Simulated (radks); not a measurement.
# Polarisabilities and dispersion coefficients of Pd³⁺, Mg²⁺, Rb and others

Aim: static dipole polarisabilities and C6 coefficients, each species in its NIST ground configuration. After each ground state the linear response is solved; its values go to the run's result record, not to the log. Response by self-consistent Sternheimer equations with the Hartree and adiabatic LDA kernel.

Method: non-relativistic Kohn-Sham, LDA (Slater exchange, Perdew-Wang correlation), spin-polarised, spherical densities, point nucleus; open shells are filled with parallel spins first. Code: radks (a radial shooting solver on a logarithmic mesh, Libxc functionals) version 1.

### 1 The system

* species: Pd³⁺ ([Kr] 4d7), Mg²⁺ ([Ne]), Rb ([Kr] 5s1), Ru ([Kr] 4d7 5s1), N²⁺ ([He] 2s2 2p1)

In the logs a row gives level, spin channel, occupation and eigenvalue; Etot, Ekin, Encl (electron-nucleus), Eh (Hartree) and Exc are energies, all in hartree; err is the last residual, it the number of iterations.

### 2 Pd³⁺, [Kr] 4d7

The run's settings:

```text
Z 46
configuration [Kr] 4d7
relativity non-relativistic
functional lda,pw
spin polarised
nucleus point
response adiabatic LDA kernel
```

The program printed:

```text
1s      1   1.0000        -861.67739804
2s      1   1.0000        -124.67098000
2p      1   3.0000        -115.97067139
3s      1   1.0000         -23.61429451
3p      1   3.0000         -20.13497013
3d      1   5.0000         -13.69081417
4s      1   1.0000          -4.43037980
4p      1   3.0000          -3.34076669
4d      1   5.0000          -1.59169704
1s      2   1.0000        -861.67692094
2s      2   1.0000        -124.64901111
2p      2   3.0000        -115.95369264
3s      2   1.0000         -23.59917590
3p      2   3.0000         -20.11867212
3d      2   5.0000         -13.66938843
4s      2   1.0000          -4.34656273
4p      2   3.0000          -3.25639509
4d      2   2.0000          -1.51163256
Etot -4932.986384630898
Ekin 4929.9732261771405
Encl -11692.163825286312
Eh 1964.2114048449537
Exc -135.00719036668053
err 3.797381020448486e-09
it 14
```

4d down is the highest filled level (-41.134 eV). The response step gives α = 4.301 bohr³ (6.329 without the induced potential) and C6 = 19.54 hartree bohr⁶.

From the orbitals of this run (lengths in bohr):

```
  level  occupation  energy (eV)     <r>  outermost maximum (interpolated)  90 % within  nodes
  3d up           5      -372.55  0.3576                             0.282        0.566      0
3d down           5      -371.96  0.3574                             0.282        0.566      0
  4s up           1      -120.56  0.9663                             0.874         1.40      3
4s down           1      -118.28  0.9657                             0.873         1.40      3
  4p up           3      -90.907   1.035                             0.915         1.53      2
4p down           3      -88.611   1.035                             0.914         1.53      2
  4d up           5      -43.312   1.291                              1.05         2.00      1
4d down           2      -41.134   1.303                              1.05         2.03      1
```

The radial density on a logarithmic grid:

```
r (bohr)  4πr²ρ (e/bohr)
 0.00125           1.185
 0.00185           2.457
 0.00275           5.029
 0.00407           9.757
 0.00608           18.07
 0.00899           30.31
  0.0134           45.16
  0.0199           55.90
  0.0296           55.71
  0.0438           49.75
  0.0654           57.47
  0.0968           72.51
   0.144           60.52
   0.214           49.82
   0.319           57.70
   0.472           31.03
   0.704           15.45
    1.04           15.79
    1.55           6.211
    2.30          0.9910
    3.43         0.05010
```

### 3 Mg²⁺, [Ne]

Settings, as their differences from step 2:

```diff
@@ -1,3 +1,3 @@
-Z 46
-configuration [Kr] 4d7
+Z 12
+configuration [Ne]
 relativity non-relativistic
```

The program printed:

```text
1s      1   1.0000         -46.72705773
2s      1   1.0000          -3.64321322
2p      1   3.0000          -2.45671110
1s      2   1.0000         -46.72705773
2s      2   1.0000          -3.64321322
2p      2   3.0000          -2.45671110
Etot -198.2873266342481
Ekin 197.7270409613197
Encl -468.59158903207316
Eh 87.6410236743967
Exc -15.06380223789135
err 1.0707602031411495e-10
it 15
```

The top filled level is 2p, -66.851 eV. The response step gives α = 0.5136 bohr³ (0.5822 without the induced potential) and C6 = 0.6243 hartree bohr⁶.

### 4 Rb, [Kr] 5s1

Settings, as their differences from step 3:

```diff
@@ -1,3 +1,3 @@
-Z 12
-configuration [Ne]
+Z 37
+configuration [Kr] 5s1
 relativity non-relativistic
```

The program printed:

```text
1s      1   1.0000        -540.95478438
2s      1   1.0000         -71.28868814
2p      1   3.0000         -64.78217054
3s      1   1.0000         -10.51134902
3p      1   3.0000          -8.16291375
3d      1   5.0000          -3.91302521
4s      1   1.0000          -1.13326545
4p      1   3.0000          -0.59101070
5s      1   1.0000          -0.09205967
1s      2   1.0000        -540.95450510
2s      2   1.0000         -71.28848761
2p      2   3.0000         -64.78198616
3s      2   1.0000         -10.51100432
3p      2   3.0000          -8.16255419
3d      2   5.0000          -3.91263381
4s      2   1.0000          -1.13187059
4p      2   3.0000          -0.58845458
5s      2   0.0000          -0.07168520
Etot -2936.3271065246254
Ekin 2933.945047698419
Encl -7013.771173983465
Eh 1239.2477517950447
Exc -95.74873203462411
err 1.3879360503639858e-09
it 14
```

5s up is the highest filled level (-2.505 eV). The response step gives α = 301.1 bohr³ (353.4 without the induced potential) and C6 = 4298 hartree bohr⁶.

### 5 Ru, [Kr] 4d7 5s1

Settings, as their differences from step 4:

```diff
@@ -1,3 +1,3 @@
-Z 37
-configuration [Kr] 5s1
+Z 44
+configuration [Kr] 4d7 5s1
 relativity non-relativistic
```

The program printed:

```text
1s      1   1.0000        -782.90906600
2s      1   1.0000        -110.53368092
2p      1   3.0000        -102.32956612
3s      1   1.0000         -19.36244385
3p      1   3.0000         -16.14139851
3d      1   5.0000         -10.19359925
4s      1   1.0000          -2.65138799
4p      1   3.0000          -1.69166826
4d      1   5.0000          -0.23523989
5s      1   1.0000          -0.16848704
1s      2   1.0000        -782.90817882
2s      2   1.0000        -110.51861831
2p      2   3.0000        -102.31789909
3s      2   1.0000         -19.35159121
3p      2   3.0000         -16.12966103
3d      2   5.0000         -10.17828426
4s      2   1.0000          -2.58485102
4p      2   3.0000          -1.62286891
4d      2   2.0000          -0.16580661
5s      2   0.0000          -0.12397389
Etot -4439.026160827123
Ekin 4436.103169387468
Encl -10573.762014731621
Eh 1825.1793216451015
Exc -126.54663712807157
err 2.757267646499678e-09
it 13
```

Highest occupied level: 4d down at -4.512 eV. The response step gives α = 63.45 bohr³ (105.5 without the induced potential) and C6 = 588.8 hartree bohr⁶.

### 6 N²⁺, [He] 2s2 2p1

The run's settings:

```text
Z 7
configuration [He] 2s2 2p1
relativity non-relativistic
functional lda,pw
spin polarised
nucleus point
response adiabatic LDA kernel
```

The program printed:

```text
1s      1   1.0000         -15.45925200
2s      1   1.0000          -1.83022381
2p      1   1.0000          -1.41924512
1s      2   1.0000         -15.42492576
2s      2   1.0000          -1.74869857
2p      2   0.0000          -1.33307356
Etot -52.47486181695515
Ekin 52.24795804716814
Encl -117.7055918562465
Eh 18.283936962507113
Exc -5.3011649703839
err 4.5991665156176385e-10
it 13
```

2p up is the highest filled level (-38.620 eV). The response step gives α = 2.582 bohr³ (4.289 without the induced potential) and C6 = 3.649 hartree bohr⁶.

### 7 All runs together

```
species  −ε(HOMO) (eV)  α (bohr³)  α uncoupled (bohr³)  C6 (hartree bohr⁶)  C8 (hartree bohr⁸)  recommended α (bohr³)
   Pd³⁺         41.134      4.301                6.329               19.54                   -                      -
   Mg²⁺         66.851     0.5136               0.5822              0.6243               3.768                      -
     Rb          2.505      301.1                353.4                4298              638672                  319.8
     Ru          4.512      63.45                105.5               588.8                   -                     72
    N²⁺         38.620      2.582                4.289               3.649                   -                      -
```

What this shows: Uncoupled leaves out the potential induced by the response; C6 and C8 are for like pairs. Rb is the most polarisable and Mg²⁺ the least, a factor 586 apart. For the pair Rb–Mg²⁺ the Casimir-Polder integral gives C6 = 18.14, the rule 2·Ca·Cb/(Ca·αb/αa + Cb·αa/αb) on the like-pair values 14.38. Against the recommended values (Schwerdtfeger and Nagle, 2023 table) the misses are Rb -6 %, Ru -12 %. C8 is given only where no p, d or f shell is open. For heavy and open-shell atoms this level can miss by tens of per cent.
